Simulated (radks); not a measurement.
# Polarisabilities and dispersion coefficients of Ti, Fe³⁺, H and others

Aim: static dipole polarisabilities and C6 coefficients, each species in its NIST ground configuration. After each ground state the linear response is solved; its values go to the run's result record, not to the log. Response by self-consistent Sternheimer equations with the Hartree and adiabatic LDA kernel.

Method: non-relativistic Kohn-Sham, LDA (Slater exchange, Perdew-Wang correlation), spin-unpolarised, spherical densities, point nucleus. Code: radks (a radial shooting solver on a logarithmic mesh, Libxc functionals) version 1.

### 1 What is computed

```
species : Ti ([Ar] 3d2 4s2), Fe³⁺ ([Ar] 3d5), H (1s1), Nb²⁺ ([Kr] 4d3), As²⁺ ([Ar] 3d10 4s2 4p1), P³⁺ ([Ne] 3s2), S ([Ne] 3s2 3p4), Cr⁺ ([Ar] 3d5), C²⁺ ([He] 2s2)
```

### 2 Ti, [Ar] 3d2 4s2

Input:

```text
Z 22
configuration [Ar] 3d2 4s2
relativity non-relativistic
functional lda,pw
spin unpolarised
nucleus point
response adiabatic LDA kernel
```

### 3 Fe³⁺, [Ar] 3d5

Input:

```text
Z 26
configuration [Ar] 3d5
relativity non-relativistic
functional lda,pw
spin unpolarised
nucleus point
response adiabatic LDA kernel
```

### 4 H, 1s1

Input: that of step 3 with these lines changed.

```diff
@@ -1,3 +1,3 @@
-Z 26
-configuration [Ar] 3d5
+Z 1
+configuration 1s1
 relativity non-relativistic
```

### 5 Nb²⁺, [Kr] 4d3

Input: that of step 4 with these lines changed.

```diff
@@ -1,3 +1,3 @@
-Z 1
-configuration 1s1
+Z 41
+configuration [Kr] 4d3
 relativity non-relativistic
```

### 6 As²⁺, [Ar] 3d10 4s2 4p1

Input: that of step 5 with these lines changed.

```diff
@@ -1,3 +1,3 @@
-Z 41
-configuration [Kr] 4d3
+Z 33
+configuration [Ar] 3d10 4s2 4p1
 relativity non-relativistic
```

### 7 P³⁺, [Ne] 3s2

Input:

```text
Z 15
configuration [Ne] 3s2
relativity non-relativistic
functional lda,pw
spin unpolarised
nucleus point
response adiabatic LDA kernel
```

### 8 S, [Ne] 3s2 3p4

Input: that of step 7 with these lines changed.

```diff
@@ -1,3 +1,3 @@
-Z 15
-configuration [Ne] 3s2
+Z 16
+configuration [Ne] 3s2 3p4
 relativity non-relativistic
```

### 9 Cr⁺, [Ar] 3d5

Input:

```text
Z 24
configuration [Ar] 3d5
relativity non-relativistic
functional lda,pw
spin unpolarised
nucleus point
response adiabatic LDA kernel
```

### 10 C²⁺, [He] 2s2

Input: that of step 9 with these lines changed.

```diff
@@ -1,3 +1,3 @@
-Z 24
-configuration [Ar] 3d5
+Z 6
+configuration [He] 2s2
 relativity non-relativistic
```

**Question.** What will these runs give? Wanted: for each run, species; −ε(HOMO); α; α uncoupled; C6; C8; recommended α.

**Answer**, as computed:

```csv
species,−ε(HOMO) (eV),α (bohr³),α uncoupled (bohr³),C6 (hartree bohr⁶),C8 (hartree bohr⁸),recommended α (bohr³)
Ti,4.549,95.68,185.2,1083,-,87
Fe³⁺,43.774,2.008,2.514,4.950,-,-
H,6.353,7.542,7.576,13.46,391.6,4.50711
Nb²⁺,19.594,11.41,15.97,59.35,-,-
As²⁺,22.935,10.26,17.04,45.12,-,-
P³⁺,45.632,6.485,11.00,16.05,217.6,-
S,7.119,21.57,32.38,149.7,-,19.4
Cr⁺,10.218,16.47,21.27,62.86,-,-
C²⁺,40.152,4.257,8.030,6.518,61.70,-
```

**Reading.** Uncoupled leaves out the potential induced by the response; C6 and C8 are for like pairs. Ti is the most polarisable and Fe³⁺ the least, a factor 47.7 apart. For the pair Ti–Fe³⁺ the Casimir-Polder integral gives C6 = 44.98, the rule 2·Ca·Cb/(Ca·αb/αa + Cb·αa/αb) on the like-pair values 41.45. Against the recommended values (Schwerdtfeger and Nagle, 2023 table) the misses are Ti +10 %, H +67 %, S +11 %. C8 is given only where no p, d or f shell is open. For heavy and open-shell atoms this level can miss by tens of per cent.
